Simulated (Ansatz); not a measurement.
# BBi: the cost of one run

Program: Ansatz 0.2.0. Level of theory: the levels named in each step. These are calculated values, not measurements.

## 1. The system as given

Bond lengths: B1–Bi2 2.085 Å.

Structure file:

```xyz
2

B     0.0000    0.0000    0.0000
Bi    0.0000    0.0000    2.0847
```

## 2. A rough first relaxation, PBE-D4/def2-SVP

This run stands in another session on the same molecule. It ended at:

```xyz
2

B     0.0000    0.0000   -0.0384
Bi    0.0000    0.0000    2.1231
```

## 3. Relaxation, PBE0-D4/def2-TZVPP

File input.yaml:

```yaml
crystal:
  periodic: [false, false, false]
  atoms:
    - { symbol: B, position_ang: [0.0, 0.0, -0.03842509] }
    - { symbol: Bi, position_ang: [0.0, 0.0, 2.12312509] }
magnetization:
  spin_polarized: true
  initial_magnetization: 2
basis:
  gaussian: { orbitals: def2-TZVPP }
hamiltonian:
  xc: pbe0
  dispersion: d4
relax:
  f_tol: 0.002
  max_steps: 150
```

Command:

```sh
ansatz run input.yaml --threads 2 --pin off --max-ram 5120MiB --backend cpu --events-out ev --progress --plain --runs-dir out
```

**Question.** How long does this run take on 2 threads of Intel Xeon Platinum 8488C (Sapphire Rapids), shared host, and how much memory does it need?

About 8.6 s, with a peak of 0.16 GiB.
